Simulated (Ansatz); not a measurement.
**Si2Mo: a short molecular-dynamics run**

Program: Ansatz 0.2.0. Level of theory: DFT PBE, plane waves, PAW, spin-orbit coupling, non-collinear spin. These are calculated values, not measurements.

## Step 1: The starting structure

The cell holds 6 atoms (Mo2Si4): a = 4.317 Å, b = 4.130 Å, c = 4.880 Å, α = 81.83°, β = 86.93°, γ = 89.68°.

Structure file:

```
Mo Si
1.0
     4.28224   -0.54563   -0.07225
     0.54950    4.04297    0.64004
     0.33165   -0.10682    4.86799
Mo Si
2 4
Direct
  0.77101 0.76987 0.84571
  0.29873 0.55068 0.57368
  0.03511 0.24185 0.00669
  0.86993 0.21614 0.45727
  0.41836 0.09753 0.28795
  0.81114 0.73651 0.34018
```

## Step 2: Molecular dynamics

Input file input.yaml:

```yaml
crystal:
  lattice:
    - [4.282235, -0.545625, -0.072248]
    - [0.549497, 4.04297, 0.64004]
    - [0.331653, -0.106821, 4.867985]
  atoms:
    - { symbol: Mo, position: [0.771008, 0.769872, 0.845712] }
    - { symbol: Mo, position: [0.29873, 0.55068, 0.573676] }
    - { symbol: Si, position: [0.035113, 0.241855, 0.00669] }
    - { symbol: Si, position: [0.869931, 0.216136, 0.457275] }
    - { symbol: Si, position: [0.418359, 0.097526, 0.287953] }
    - { symbol: Si, position: [0.811136, 0.736506, 0.340178] }
kpoints:
  mp_grid: { grid: [4, 4, 3] }
magnetization:
  noncollinear: true
  spin_orbit: true
scf:
  occupations: { method: fermi_dirac, width: 0.05 }
hamiltonian:
  pseudopotentials: { kind: paw_fr }
  xc: pbe
basis:
  ecutwfc: 420
md:
  timestep: 1.0
  n_steps: 20
  ensemble: nvt_langevin
  temperature: 300.0
  initial_velocities: maxwell_boltzmann
  seed: 789173
```

The run is started by

```console
$ ansatz run input.yaml --threads 2 --pin off --max-ram 2560MiB --backend cpu --events-out ev --progress --plain --runs-dir out
```

**Question.** How long does this run take on 2 threads of Arm Neoverse V1, shared host, and how much memory does it need?

About 4.2 min, with a peak of 0.79 GiB.
